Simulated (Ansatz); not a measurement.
# CH₆BrNOSi: one species, many methods

The task here is to estimate one member of a computed series from the others.

Program: Ansatz 0.2.0, Gaussian basis. Level of theory: functionals in def2-TZVPP, the program's frozen cores in correlated methods. These are calculated values, not measurements.

Plan: PBE-D4, r2SCAN-D4, PBE0-D4, B3LYP-D4, ωB97X-V, ωB97M-V, B2PLYP; CCSD(T)/def2-TZVPP; MP2/def2-QZVPP; extrapolation to the limit.

### The relaxed structure

The geometry comes from an earlier relaxation with PBE0-D4 in a triple-zeta def2 set; it is a stationary point, not always the lowest conformer.

SMILES `C[Si](N)(O)Br`, 11 atoms, charge 0, spin multiplicity 1.

Atoms are counted from 1 here; the program's logs count them from 0.

Bond lengths: C1–Si2 1.848 Å, C1–H6 1.093 Å, C1–H7 1.091 Å, C1–H8 1.093 Å, Si2–N3 1.694 Å, Si2–O4 1.637 Å, Si2–Br5 2.263 Å, N3–H9 1.007 Å, N3–H10 1.007 Å, O4–H11 0.958 Å. Angles: Si2–C1–H6 110.9°, Si2–C1–H7 110.6°, Si2–C1–H8 109.9°, H6–C1–H7 107.8°, H6–C1–H8 108.7°, H7–C1–H8 108.8°, C1–Si2–N3 110.1°, C1–Si2–O4 114.9°, C1–Si2–Br5 106.5°, N3–Si2–O4 106.3°, N3–Si2–Br5 114.1°, O4–Si2–Br5 105.1°, Si2–N3–H9 120.1°, Si2–N3–H10 120.7°, H9–N3–H10 111.7°, Si2–O4–H11 116.3°.

Set-up of the first run:

File in.yaml:

```yaml
crystal:
  periodic: [false, false, false]
  atoms:
    - {symbol: C, position_ang: [-1.484064, 0.114947, -0.147394]}
    - {symbol: Si, position_ang: [0.331385, 0.129631, 0.198438]}
    - {symbol: N, position_ang: [1.142758, -0.871457, -0.901393]}
    - {symbol: O, position_ang: [0.751530, -0.391410, 1.691953]}
    - {symbol: Br, position_ang: [0.980862, 2.296613, 0.126480]}
    - {symbol: H, position_ang: [-1.689764, 0.443627, -1.168829]}
    - {symbol: H, position_ang: [-2.010044, 0.787602, 0.532331]}
    - {symbol: H, position_ang: [-1.879274, -0.895618, -0.018762]}
    - {symbol: H, position_ang: [2.116789, -1.088230, -0.764231]}
    - {symbol: H, position_ang: [0.895131, -0.870377, -1.877033]}
    - {symbol: H, position_ang: [0.909993, 0.287771, 2.349141]}
basis:
  gaussian: {orbitals: def2-TZVPP}
hamiltonian: {xc: pbe, dispersion: d4}
output: {forces: true, orbitals: {seedname: orbitals}}
```

Started as:

```
$ ansatz run in.yaml --threads 2 --pin off --events-out ev --progress --plain --max-ram 22528MiB --backend cpu
```

Among the steps run: PBE-D4 (GGA); r2SCAN-D4 (meta-GGA); PBE0-D4 (hybrid); B3LYP-D4 (hybrid); ωB97X-V (range-separated); ωB97M-V (range-separated); B2PLYP (double hybrid); CCSD(T) in def2-TZVPP; MP2 in def2-QZVPP.

One of the session's tables, all rows but one given; the rest of the session is left out.

```
            method  atomisation energy (eV)
            PBE-D4                   42.843
         r2SCAN-D4                   42.323
           PBE0-D4                   42.148
          B3LYP-D4                   42.193
           ωB97X-V                   42.403
           ωB97M-V                   42.434
            B2PLYP                   41.766
     HF/def2-TZVPP                   30.409
    MP2/def2-TZVPP                   41.908
   CCSD/def2-TZVPP                   40.517
CCSD(T)/def2-TZVPP                        ?
           MP2/CBS                   43.261
       CCSD(T)/CBS                   42.480
```

Estimate the missing values for CCSD(T)/def2-TZVPP.

As computed: atomisation energy (eV): 41.127. In the column «atomisation energy (eV)» it lies between CCSD/def2-TZVPP (40.517) and B2PLYP (41.766).
